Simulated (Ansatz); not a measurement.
# CH7BCl2OSi: the cost of one run

Computed with Ansatz 0.2.0, Gaussian basis. Level: the settings change from run to run.

## Step 1: The geometry

The geometry comes from an earlier relaxation with PBE0-D4 in a triple-zeta def2 set; it is a stationary point, not always the lowest conformer.

SMILES `C[B-](Cl)(Cl)[OH+][SiH3]`, 13 atoms, charge 0, spin multiplicity 1.

Atoms are counted from 1 here; the program's logs count them from 0.

Bond lengths: C1–B2 1.575 Å, C1–H7 1.092 Å, C1–H8 1.095 Å, C1–H9 1.093 Å, B2–Cl3 1.847 Å, B2–Cl4 1.840 Å, B2–O5 1.621 Å, O5–Si6 1.730 Å, O5–H10 0.965 Å, Si6–H11 1.472 Å, Si6–H12 1.485 Å, Si6–H13 1.471 Å. Angles: B2–C1–H7 109.8°, B2–C1–H8 111.9°, B2–C1–H9 111.7°, H7–C1–H8 106.9°, H7–C1–H9 107.8°, H8–C1–H9 108.5°, C1–B2–Cl3 115.0°, C1–B2–Cl4 114.8°, C1–B2–O5 108.4°, Cl3–B2–Cl4 112.4°, Cl3–B2–O5 100.8°, Cl4–B2–O5 103.6°, B2–O5–Si6 122.2°, B2–O5–H10 109.8°, Si6–O5–H10 115.3°, O5–Si6–H11 111.1°, O5–Si6–H12 99.9°, O5–Si6–H13 108.5° and more.

## Step 2: BLYP/def2-TZVPD

Options: D4 dispersion, relativity set to scalar.

The input, in.yaml:

```yaml
crystal:
  periodic: [false, false, false]
  atoms:
    - {symbol: C, position_ang: [-1.594288, 0.296790, 1.265946]}
    - {symbol: B, position_ang: [-0.734601, -0.488659, 0.204864]}
    - {symbol: Cl, position_ang: [0.382342, -1.781045, 0.906657]}
    - {symbol: Cl, position_ang: [-1.675611, -1.093777, -1.256256]}
    - {symbol: O, position_ang: [0.347839, 0.534479, -0.434444]}
    - {symbol: Si, position_ang: [1.918572, 0.015559, -0.940266]}
    - {symbol: H, position_ang: [-2.328476, -0.373823, 1.718106]}
    - {symbol: H, position_ang: [-2.152931, 1.120591, 0.810287]}
    - {symbol: H, position_ang: [-0.972964, 0.701274, 2.069218]}
    - {symbol: H, position_ang: [-0.095868, 1.149025, -1.032360]}
    - {symbol: H, position_ang: [1.839938, -1.234974, -1.711963]}
    - {symbol: H, position_ang: [2.290500, 1.149384, -1.824050]}
    - {symbol: H, position_ang: [2.796048, -0.029624, 0.238963]}
basis:
  gaussian: {orbitals: def2-TZVPD}
hamiltonian: {xc: {name: BLYP}, dispersion: d4, pseudopotentials: {relativity: scalar}}
output: {forces: true}
```

The run is started by

```
ansatz run in.yaml --threads 4 --pin off --events-out ev --progress --plain --max-ram 11315MiB
```

What time and memory should one allow on 4 threads of Arm Neoverse V1, shared host?

About 7.5 s, with a peak of 0.61 GiB.
